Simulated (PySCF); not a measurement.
# Ru(OH)₂: relaxation and vibrations of the triplet

The task is one start of a wider search on Ru(OH)₂: the triplet, from a linear start. It is relaxed, tested by its Hessian and followed downhill if it is a saddle.

Method: PBE0, basis Ru def2-TZVP with ECP28, O def2-TZVP, H def2-TZVP, scalar-relativistic core potentials, no spin–orbit coupling, density fitting; program: PySCF 2.14.0.

### Step 1. The starting structure

5 atoms, charge 0, spin multiplicity 3.

Bond lengths: Ru1–O2 1.880 Å, Ru1–O3 1.880 Å, O2–H4 0.960 Å, O3–H5 0.960 Å. Angles: O2–Ru1–O3 180.0°, Ru1–O2–H4 130.0°, Ru1–O3–H5 130.0°.

```xyz
5
charge 0 multiplicity 3
Ru    0.0000    0.0000    0.0000
O     0.0000    0.0000    1.8800
O     0.0000    0.0000   -1.8800
H    -0.7354    0.0000    2.4971
H     0.7354    0.0000   -2.4971
```

### Step 2. The SCF at the typed geometry

The steps below are one call of a driver around PySCF. For each, scf.py gives the equivalent set-up of the SCF; relaxations use the driver's own optimiser. After this first run the driver tries any further starts and a stability analysis.

File scf.py:

```python
from pyscf import gto, scf, dft
mol = gto.M(atom='''
Ru     0.000000     0.000000     0.000000
O      0.000000     0.000000     1.880000
O      0.000000     0.000000    -1.880000
H     -0.735400     0.000000     2.497100
H      0.735400     0.000000    -2.497100''',
    basis={'Ru': 'def2-TZVP', 'O': 'def2-TZVP', 'H': 'def2-TZVP'},
    ecp={'Ru': 'def2-TZVP'},
    charge=0, spin=2)
mf = dft.UKS(mol, xc='PBE0')
mf.grids.atom_grid = (50, 194)
aux = {'Ru': 'def2-universal-JKFIT', 'O': 'def2-universal-JKFIT', 'H': 'def2-universal-JKFIT'}
mf = mf.density_fit(auxbasis=aux)
mf.conv_tol = 1e-08
mf.diis_space = 10
mf.max_cycle = 60
mf.init_guess = 'minao'
mf.verbose = 4
mf.kernel()
```

Started as:

```console
> OMP_NUM_THREADS=4 python axn.py task.json out
```

After this run come: Relaxation: linear start, triplet; Vibrations and properties at this point; Leaving the saddle point; Is it a minimum? Harmonic modes.

Before running it: what results should come out? Wanted: minimum; geometry; wavenumbers; dipole moment; highest occupied, lowest empty level; polar-tensor charge of Ru1; zero-point energy; atomisation energy; ⟨S²⟩.

As calculated:

| quantity | value |
| --- | --- |
| minimum | triplet, C2 |
| geometry | O–H 0.962 Å (×2), Ru–O 1.847 Å (×2); H–O–Ru 121.0° (×2), O–Ru–O 139.5° |
| wavenumbers (cm⁻¹) | 99 (a), 418 (b), 420 (a), 657 (a), 699 (b), 762 (b), 820 (a), 3838 (b), 3839 (a) |
| dipole moment | 0.76 D |
| highest occupied, lowest empty level (either spin) | -6.04, -2.60 eV |
| polar-tensor charge of Ru1 | +1.05 e |
| zero-point energy | 69.1 kJ/mol |
| entropy at 298.15 K | 298.5 J/(mol K) |
| atomisation energy (no zero-point energy) | 1512 kJ/mol |
| ⟨S²⟩ | 2.073 |

What this shows: The linear start (C2h) ends in a minimum of C2 symmetry, after a stop at a saddle point 6.3 kJ/mol higher, from which it was pushed off along an imaginary mode. In the infrared the band at 699 cm⁻¹ (b) leads. Most of the spin sits on Ru1 (Mulliken spin 1.93, against 2 for the whole molecule). The first SCF alone would have been 3 kJ/mol too high. Only this shape and spin were tried, so other structures or states may lie lower. One determinant may miss the lowest occupation of an open d or f shell.
